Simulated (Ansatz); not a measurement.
# Ag+ with SO2: structure and interaction energy

The task here is to estimate one member of a computed series from the others.

Program: Ansatz 0.2.0, Gaussian basis. Level of theory: PBE0-D4 structure, single points in def2-TZVPPD. These are calculated values, not measurements.

Levels: PBE-D4, revPBE-D4, BLYP-D4, r2SCAN-D4, B97M-V, PBE0-D4, B3LYP-D4, HSE06-D4, wB97X-V, wB97M-V, B2PLYP, Hartree-Fock, MP2, CCSD, CCSD(T). The reference is CCSD(T) extrapolated to the basis limit. For elements past Ar these valence bases correlate outer-core shells poorly, so that limit is rough.

Correlated methods freeze the cores. Filled d shells of the heavier atoms are correlated. Core potentials replace the inner electrons past krypton, and spin-orbit coupling is left out. B3LYP uses VWN-RPA correlation. B2PLYP carries no dispersion term here.

163 further runs of the same task are left out: 163 set aside as unsound or not needed.

### Where the work starts

The pair, from a GFN2-xTB docking trial: 4 atoms, charge 1, spin multiplicity 1.

Atoms are counted from 1 here; the program's logs count them from 0.

Bond lengths: Ag1–O2 2.375 Å, Ag1–S3 2.913 Å, Ag1–O4 2.382 Å, O2–S3 1.441 Å, S3–O4 1.441 Å. Angles: O2–Ag1–S3 29.5°, O2–Ag1–O4 58.9°, S3–Ag1–O4 29.5°, Ag1–O2–S3 96.4°, Ag1–S3–O2 54.1°, Ag1–S3–O4 54.4°, O2–S3–O4 108.5°, Ag1–O4–S3 96.2°.

As a file:

```csv
atom,x (Å),y (Å),z (Å)
Ag1,-0.0053,-0.0252,-1.7636
O2,-0.6954,-0.9344,0.3195
S3,0.0026,0.0154,1.1491
O4,0.6981,0.9443,0.2950
```

Atoms 1 to 1 are fragment A (Ag+), the rest fragment B (SO2).

The first run:

File pre/in.yaml:

```yaml
crystal:
  periodic: [false, false, false]
  atoms:
    - {symbol: Ag, position_ang: [-0.005300, -0.025200, -1.763600]}
    - {symbol: O, position_ang: [-0.695400, -0.934400, 0.319500]}
    - {symbol: S, position_ang: [0.002600, 0.015400, 1.149100]}
    - {symbol: O, position_ang: [0.698100, 0.944300, 0.295000]}
basis:
  gaussian: {orbitals: def2-SVP}
total_charge: 1
hamiltonian: {xc: pbe, dispersion: d4}
relax: {f_tol: 0.03, max_steps: 250}
```

On the command line:

```
> ansatz run in.yaml --threads 4 --pin off --events-out ev --progress --plain --max-ram 9574MiB
```

Among the steps run: A first relaxation in a small basis; Relaxation at PBE0-D4; wB97X-V/def2-TZVPPD; wB97M-V/def2-TZVPPD; B2PLYP/def2-TZVPPD; B97M-V/def2-TZVPPD; CCSD(T)/def2-TZVPPD; MP2/def2-QZVPPD; SPW92/def2-SVP; wB97M-V/def2-SVP; CCSD(T)/def2-SVP; Vibrations of the pair.

One table of the session follows, with a row left open; its other results are not shown here.

| method | interaction (kcal/mol) |
| --- | --- |
| PBE-D4 | -28.12 |
| revPBE-D4 | -25.89 |
| BLYP-D4 | -28.84 |
| r2SCAN-D4 | ? |
| B97M-V | -27.23 |
| PBE0-D4 | -25.76 |
| B3LYP-D4 | -27.17 |
| HSE06-D4 | -25.70 |
| wB97X-V | -24.75 |
| wB97M-V | -24.97 |
| B2PLYP | -24.12 |
| Hartree-Fock | -18.17 |
| MP2 | -22.89 |
| CCSD | -22.21 |
| CCSD(T) | -22.59 |
| CCSD(T)/CBS | -25.30 |

**Question.** Estimate the row for r2SCAN-D4.

**Answer.** interaction (kcal/mol): -28.28. In the column «interaction (kcal/mol)» it lies between BLYP-D4 (-28.84) and PBE-D4 (-28.12).
